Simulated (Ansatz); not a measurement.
Run this with the Python package of Ansatz (0.2.0) and show what comes out.

Contents of `alni.xyz`:
```text
2
Lattice="1.938694 -1.95319015 0.0 1.938694 1.95319015 0.0 0.0 0.0 3.09943004" Properties=species:S:1:pos:R:3:initial_magmoms:R:1 pbc="T T T"
Al    0.00000000    0.00000000    0.00000000  0.00
Ni    1.93869400    0.00000000    1.54971502  2.00
```

`alni_restart.py`
```python
# -*- coding: utf-8 -*-
"""A run of AlNi that can be started again."""

import warnings

import ansatz

warnings.simplefilter("ignore", ansatz.DeckWarning)

crystal = ansatz.Crystal.from_extxyz("alni.xyz")

calculation = (
    crystal.calculation()
    .kpoints(spacing=0.26)  # sampling of the Brillouin zone
    .spin("collinear")
    .functional("lda")
    .occupations("cold", width=0.05)
    .forces()
    .checkpoint(write="state")
)
with ansatz.exiting_at_sigterm():
    res = calculation.run(resume=True)
print("returned:", type(res).__name__)
print(f"F = {res.report['free_energy_ev']:.5f} eV, {res.report['n_iterations']} iterations")
```

```console
$ python alni_restart.py
RunWarning: the starting moments were not kept: the SCF closed with an absolute magnetisation of 5.1e-6 μB, where they sum to 2 μB in size (1 site). That is at most 0.1 of that sum. Measured as dr2_m measures the in/out step, that magnetisation stands 1.1e-11 eV from none, at or under the dr2_threshold of 1.0e-7 eV: it is no larger than a step whose dr2_m would equal this threshold. The system may hold no moment; this SCF shows only that its start led to no more than that. To try another start: [...]
returned: RunOutcome
F = -6287.60870 eV, 13 iterations
```
(Warnings from the package without file and line, shortened.)

```console
$ python alni_restart.py
returned: CompletedStep
F = -6287.60870 eV, 13 iterations
```

Total energies depend on the potentials; only differences at equal settings carry meaning. A total without «per atom» is that of the cell as typed. The SCF didn't keep the moments it started from (some shrank, vanished or turned); what is printed is the state reached. For a metal this k-point mesh is coarse: on a finer one energies can move by several to tens of meV an atom and pressures by half a GPa or more, differences at one mesh by less. Within a few hundredths of an angstrom the cell has the higher group P4/mmm; the lower one is a small distortion. This cell is a computed structure, which may not be the phase found in nature. The script silences the warnings on its input, which a real study should read. Timing: 10 s on 1 thread of Arm Neoverse V1, with other jobs on the host, peak memory 0.41 GiB.

(A comment or docstring line of the script was reworded after the run, the code is as it ran; lines on the test bed's own set-up are left out of the output.)
